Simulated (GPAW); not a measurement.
Wanted: an ASE script for a GPAW 26.7.0 run.

| Quantity | Value |
| --- | --- |
| Task | single point |
| Functional | PBE |
| Potentials or basis | GPAW PAW data sets (gpaw-data 1.2.1) |
| Cutoff | 800 eV |
| Basis | pw |
| k mesh | 9 × 9 × 5 |
| Occupations | fermi-dirac, width 0.05 eV |
| Spin | collinear spin, ferromagnetic start |
| Starting moments | [0.0, 3.0] μB |
| Maxiter | 150 |

The structure of NdHf lies in POSCAR:

```
NdHf
1.0
    3.3826779300      0.0000000000      0.0000000000
   -1.6913389650      2.9294850202      0.0000000000
    0.0000000000      0.0000000000      5.5923230000
Hf Nd
1 1
Direct
    0.0030960000      0.0000340000      0.4972100000
    0.6693380000      0.3285630000     -0.0052760000
```

The cell comes from a database or a generator and needn't be the stable form of this composition.

The cell isn't the ideal one: atoms moved at random, drawn with an rms of 0.05 Å.

These files were run (other wordings do the same):

run.py

```python
from ase.dft.bandgap import bandgap
from ase.io import read, write
from ase.units import GPa
from gpaw import GPAW, PW

atoms = read('POSCAR')
atoms.set_initial_magnetic_moments([0.0, 3.0])

calc = GPAW(mode=PW(800),
            xc='PBE',
            kpts={'size': (9, 9, 5), 'gamma': True},
            occupations={'name': 'fermi-dirac', 'width': 0.05},
            nbands=28,
            convergence={'density': 1e-05, 'energy': 1e-05},
            maxiter=150,
            txt='gpaw.txt')
atoms.calc = calc
energy = atoms.get_potential_energy()
forces = atoms.get_forces()
stress = atoms.get_stress()
calc.write('gs.gpw')
write('result.traj', atoms)
print(f'Energy: {energy:.6f} eV')
print('Forces (eV/A):')
print(forces.round(4))
print('Stress (GPa):', (stress / GPa).round(3))
print('Moments:', calc.get_magnetic_moments().round(3))
print('Fermi level:', round(calc.get_fermi_level(), 4), 'eV')
print(f'Gap: {bandgap(calc)[0]:.4f} eV, direct: {bandgap(calc, direct=True)[0]:.4f} eV')
```

Potentials or basis: GPAW PAW data sets (gpaw-data 1.2.1), pw.

Run with:

```sh
$ OMP_NUM_THREADS=1 python run.py
```

It gave:

```json
{"Pressure": "-3.9 GPa", "Largest force": "0.045 eV/Å", "Band gap on the k mesh": "none (metal or under the smearing width)", "Net moment": "3.70 μB per cell", "Site moments": "Hf -0.07; Nd +3.24 μB"}
```

Caveat: one-centre terms of the f shell are cut off; the magnetic or orbital state may not be the lowest; without U or exact exchange the open f shell lies at the Fermi level, which spoils levels, moments and volumes.

Wall time 19 min on 1 thread of Arm Neoverse V2 (shared host), peak memory 0.91 GiB.
